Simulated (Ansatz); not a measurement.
**Sn3Se (Pm-3m): cell relaxations under several functionals in Python**

Wanted for Sn3Se (Pm-3m): cell relaxations under several functionals.

Computed with Ansatz 0.2.0, driven from Python. The levels of theory stand in the script.

**1. Starting point**

Symmetry: Pm-3m, No. 221, cubic system. The conventional cell has a = 4.742 Å, b = 4.742 Å, c = 4.742 Å, α = 90.00°, β = 90.00°, γ = 90.00°. Sn (site symmetry 4/mmm) has 8 Sn at 3.35 Å and 4 Se at 3.35 Å as nearest neighbours. Se (site symmetry m-3m) has 12 Sn at 3.35 Å as nearest neighbours.

No structure file is read: the coordinates are typed or built in the script.

**2. Script**

sn3se.py

```python
import ansatz as az
import numpy as np
from pymatgen.core import Lattice, Structure
from pymatgen.io.ase import AseAtomsAdaptor

def edges_and_angles(cell):
    cell = np.asarray(cell)
    a, b, c = np.linalg.norm(cell, axis=1)
    cosines = cell[1] @ cell[2] / (b * c), cell[0] @ cell[2] / (a * c), cell[0] @ cell[1] / (a * b)
    return (a, b, c, *np.degrees(np.arccos(cosines)))

pmg_structure = Structure(
    Lattice([[4.741879, 0.0, 0.0], [0.0, 4.741879, 0.0], [0.0, 0.0, 4.741879]]),
    ["Sn", "Sn", "Sn", "Se"],
    [
        [0.0, 0.5, 0.5],
        [0.5, 0.0, 0.5],
        [0.5, 0.5, 0.0],
        [0.0, 0.0, 0.0],
    ],
)
cell = az.Crystal.from_ase(AseAtomsAdaptor.get_atoms(pmg_structure))

calc = cell.calculation()
calc = calc.basis(24 * az.Ry, density_ratio=4).kpoints(3, center="gamma")
calc = calc.occupations("Fermi-Dirac", width=0.02)
calc = calc.scf(lower_state_search="standard")
calc = calc.relax(cell=True, force_tolerance=0.1, density_extrapolation="second_order")

levels = [("pbe", "d3bj"), ("revpbe", "d3bj"), ("r2scan", "none")]
print("level            a       b       c    alpha   beta  gamma  V/atom  steps")
for name, dispersion in levels:
    seen = []
    run = calc.functional(name, dispersion=dispersion).session().plan()
    result = run.execute(on_event=lambda e: seen.append(e) if e["event"] == "relax_step" else None)
    cell = result.lattice.cell_ang
    label = name if dispersion == "none" else f"{name}+{dispersion}"
    print("{:13s} {:7.4f} {:7.4f} {:7.4f} {:6.2f} {:6.2f} {:6.2f}".format(label, *edges_and_angles(cell)), f"{abs(np.linalg.det(cell)) / len(result.lattice.sites):7.3f} {len(seen):5d}")
```

**3. The calls as engine input**

The engine receives this input (first run):

```yaml
crystal:
  lattice:
    - [4.741879, 0.0, 0.0]
    - [0.0, 4.741879, 0.0]
    - [0.0, 0.0, 4.741879]
  atoms:
    - { symbol: Sn, position: [0.0, 0.5, 0.5] }
    - { symbol: Sn, position: [0.5, 0.0, 0.5] }
    - { symbol: Sn, position: [0.5, 0.5, 0.0] }
    - { symbol: Se, position: [0.0, 0.0, 0.0] }
basis:
  ecutwfc: 326.536634951856
  ecutrho_ratio: 4
kpoints:
  mp_grid:
    grid: [3, 3, 3]
    shift: [0.0, 0.0, 0.0]
hamiltonian:
  xc: pbe
  dispersion: d3bj
scf:
  lower_state_search: standard
  occupations:
    method: fermi_dirac
    width: 0.02
relax:
  f_tol: 0.1
  density_extrapolation: second_order
  cell: {}
```

**4. The run**

Launch:

```console
> python sn3se.py
```

**Question.** Rank the levels of theory by the volume of the relaxed cell.

As calculated:

| quantity | value |
| --- | --- |
| runs compared | 3 |
| Sn3Se (run 1): relaxed volume, space group | 25.49 Å³/atom, Pm-3m |
| Sn3Se (run 2): relaxed volume, space group | 25.03 Å³/atom, Pm-3m |
| Sn3Se (run 3): relaxed volume, space group | 26.19 Å³/atom, Pm-3m |

**Reading.** Runs 1, 2, 3: each has a cutoff under the recommended one, so what rests on them isn't a property of the system. From smallest to largest: revPBE+D3BJ (25.03 Å³ an atom, -6.1 % against the start), PBE+D3BJ (25.49 Å³ an atom, -4.4 % against the start) and r2SCAN (26.19 Å³ an atom, -1.8 % against the start). The spread is 4.6 % in volume. Caveats:
- The cutoff lies under the one recommended for these potentials.
- Forces vanish by symmetry, so the ions can't move, and the end may be a saddle.
- For a metal this k-point mesh is coarse: on a finer one energies can move by several to tens of meV an atom and pressures by half a GPa or more, differences at one mesh by less.
- Semilocal functionals can close the gap of narrow semiconductors, so an overlap this small needn't be real.
- This cell is a computed structure, which may not be the phase found in nature.
